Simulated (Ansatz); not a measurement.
**InBrCl2: how energies converge with the basis set**

The task here is to estimate one member of a computed series from the others.

The runs use Ansatz 0.2.0, Gaussian basis; one geometry, several basis sets.

Plan: PBE0-D4/def2-SVP; ωB97M-V/def2-SVP; PBE0-D4/def2-QZVPP; ωB97M-V/def2-QZVPP; the functionals' def2-TZVPP values are taken from earlier runs.

## Structure used throughout

The geometry comes from an earlier relaxation with PBE0-D4 in a triple-zeta def2 set; it is a stationary point. In takes the def2 core potential; no spin-orbit term is included.

SMILES `[Cl][In]([Cl])[Br]`, 4 atoms, charge 0, spin multiplicity 1.

Atoms are counted from 1 here; the program's logs count them from 0.

Bond lengths: Cl1–In2 2.296 Å, In2–Cl3 2.296 Å, In2–Br4 2.430 Å. Angles: Cl1–In2–Cl3 118.7°, Cl1–In2–Br4 120.6°, Cl3–In2–Br4 120.6°.

The first run:

Input file in.yaml:

```yaml
crystal:
  periodic: [false, false, false]
  atoms:
    - {symbol: Cl, position_ang: [-1.793236, -1.082255, 0.954865]}
    - {symbol: In, position_ang: [0.016783, -0.031469, 0.010297]}
    - {symbol: Cl, position_ang: [2.125585, -0.670098, 0.656545]}
    - {symbol: Br, position_ang: [-0.293633, 1.723421, -1.642007]}
basis:
  gaussian: {orbitals: def2-SVP}
hamiltonian: {xc: pbe0, dispersion: d4}
output: {orbitals: {seedname: orbitals}}
```

Among the steps run: PBE0-D4 in def2-SVP; ωB97M-V in def2-SVP; PBE0-D4 in def2-QZVPP; ωB97M-V in def2-QZVPP.

One table of the session follows, with a row left open; its other results are not shown here.

| functional | basis | HOMO (eV) | LUMO (eV) |
| --- | --- | --- | --- |
| PBE0-D4 | def2-SVP | ? | ? |
| PBE0-D4 | def2-TZVPP | -8.98 | -2.92 |
| PBE0-D4 | def2-QZVPP | -8.99 | -2.95 |
| ωB97M-V | def2-SVP | -11.04 | -0.77 |
| ωB97M-V | def2-TZVPP | -11.19 | -0.97 |
| ωB97M-V | def2-QZVPP | -11.21 | -1.06 |

**Question.** Estimate the row for PBE0-D4, def2-SVP.

**Answer.** HOMO (eV): -8.87; LUMO (eV): -2.82. In the column «HOMO (eV)» it is the highest.
